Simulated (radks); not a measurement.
**Mo²⁺ in [Kr] 4d4: an all-electron calculation**

The task here is to estimate one member of a computed series from the others.

The numbers are computed with radks (a radial shooting solver on a logarithmic mesh, Libxc functionals) version 1 (scalar-relativistic Kohn-Sham, Wu-Cohen GGA, spin-polarised, spherical densities, finite nucleus; open shells are filled with parallel spins first), except any that are marked as measured or tabulated.

## The system

* element: molybdenum (Z = 42)
* charge: +2
* electrons: 40
* configuration: [Kr] 4d4
* nuclear rms radius: 4.4091 fm

Outer shells as boxes (Hund's rule):

Mo²⁺
```
[Kr] core
4d [↑ ][↑ ][↑ ][↑ ][  ]
```

The first run:

The run's settings:

```text
Z 42
configuration [Kr] 4d4
relativity scalar-relativistic
functional wc,pbe
spin polarised
nucleus finite rms 4.4091 fm
c 137.035999084
```

Steps of the session up to this table: Self-consistent calculation.

One table of the session follows, with a row left open; its other results are not shown here.

It belongs to the step «Shells». Sizes of the orbitals, from the radial functions (bohr):

```
  level      <r>  outermost maximum (interpolated)  90 % within  nodes
1s down  0.03518                            0.0229       0.0630      0
  1s up  0.03518                            0.0229       0.0630      0
  2s up        ?                                 ?            ?      ?
2s down   0.1537                             0.130        0.238      1
  2p up   0.1340                             0.104        0.218      0
2p down   0.1339                             0.104        0.218      0
  3s up   0.4291                             0.384        0.634      2
3s down   0.4291                             0.384        0.634      2
  3p up   0.4308                             0.377        0.651      1
3p down   0.4307                             0.377        0.651      1
  3d up   0.4155                             0.322        0.664      0
3d down   0.4153                             0.322        0.664      0
  4s up    1.107                             0.990         1.61      3
4s down    1.099                             0.985         1.60      3
  4p up    1.231                              1.07         1.82      2
4p down    1.221                              1.06         1.81      2
  4d up    1.712                              1.35         2.68      1
4d down    1.728                              1.34         2.74      1
```

Q: Estimate the row for 2s up from the others.

**Answer.** <r>: 0.1538; outermost maximum (interpolated): 0.130; 90 % within: 0.238; nodes: 1. In the column «<r>» it lies between 2s down (0.1537) and 3d down (0.4153).

Caveats from the session: Open shells are spherical and high-spin; term and fine-structure splittings are not resolved.
